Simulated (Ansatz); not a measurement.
**Hf4Cd: a trial structure relaxed**

The task: take a trial cell of Hf4Cd to zero force and stress.

Program: Ansatz 0.2.0. Level of theory: DFT PBE, scalar-relativistic, plane waves, PAW. These are calculated values, not measurements.

2 further runs of the same task are left out: 1 that didn't finish, 1 set aside as unsound or not needed.

## 1. Starting point

It takes space group Im-3m (No. 229, cubic). Conventional cell: a = 5.939 Å, b = 5.939 Å, c = 5.939 Å, α = 90.00°, β = 90.00°, γ = 90.00°. Around Hf (site symmetry -3m) lie 2 Cd at 2.57 Å. Cd (site symmetry m-3m) has 8 Hf at 2.57 Å as nearest neighbours.

Coordinates:

```cif
data_structure
_symmetry_space_group_name_H-M 'P 1'
_symmetry_Int_Tables_number 1
_cell_length_a 5.1437
_cell_length_b 5.1437
_cell_length_c 5.1437
_cell_angle_alpha 109.471
_cell_angle_beta 109.471
_cell_angle_gamma 109.471
_cell_volume 104.76
loop_
_atom_site_label
_atom_site_type_symbol
_atom_site_fract_x
_atom_site_fract_y
_atom_site_fract_z
_atom_site_occupancy
Hf1 Hf 0.00000 0.00000 0.50000 1
Hf2 Hf 0.00000 0.50000 0.00000 1
Hf3 Hf 0.50000 0.00000 0.00000 1
Hf4 Hf 0.50000 0.50000 0.50000 1
Cd1 Cd 0.00000 0.00000 0.00000 1
```

A structure generator made this guess: species swapped into a database cell of CrGa4 (Im-3m, No. 229), with Cd on the Cr sites and Hf on the Ga sites. Its size is a rough estimate.

## 2. The guess as it stands, on a coarse mesh

Contents of input.yaml:

```yaml
crystal:
  lattice:
    - [-2.96970656, 2.96970656, 2.96970656]
    - [2.96970656, -2.96970656, 2.96970656]
    - [2.96970656, 2.96970656, -2.96970656]
  atoms:
    - { symbol: Hf, position: [0.0, 0.0, 0.5] }
    - { symbol: Hf, position: [0.0, 0.5, 0.0] }
    - { symbol: Hf, position: [0.5, 0.0, 0.0] }
    - { symbol: Hf, position: [0.5, 0.5, 0.5] }
    - { symbol: Cd, position: [0.0, 0.0, 0.0] }
basis:
  ecutwfc: 420
kpoints:
  mp_grid: { grid: [4, 4, 4] }
hamiltonian:
  xc: pbe
scf:
  occupations: { method: gaussian, width: 0.1 }
  lower_state_search: "off"
output:
  forces: true
  stress: true
  eigenvalues: true
```

The run is started by

```
ansatz run input.yaml --threads 1 --pin off --max-ram 2048MiB --backend cpu --events-out ev --progress --plain --runs-dir out
```

Further runs follow: coarse relaxation; full relaxation.

**Question.** What will these runs give? Wanted: conventional cell; volume; energy over the elements; gap on the mesh.

**Answer**, as computed:

| quantity | value |
| --- | --- |
| symmetry at the end (tolerance 0.05 Å) | space group Im-3m (No. 229) |
| conventional cell | a = 6.425 Å, b = 6.425 Å, c = 6.425 Å, α = 90.00°, β = 90.00°, γ = 90.00° |
| volume | 26.52 Å³/atom |
| energy over the elements | +1.06 eV/atom |
| gap on the mesh | none (metal) |

What this shows: The space group Im-3m (No. 229) is kept, and the volume per atom grows by 26.6 % from the first guess. The formation energy is positive, so the separate elements lie lower. No finished test with a distortion of lower symmetry is shown, so the end may be a saddle point. The runs treat Hf without spin-orbit coupling.
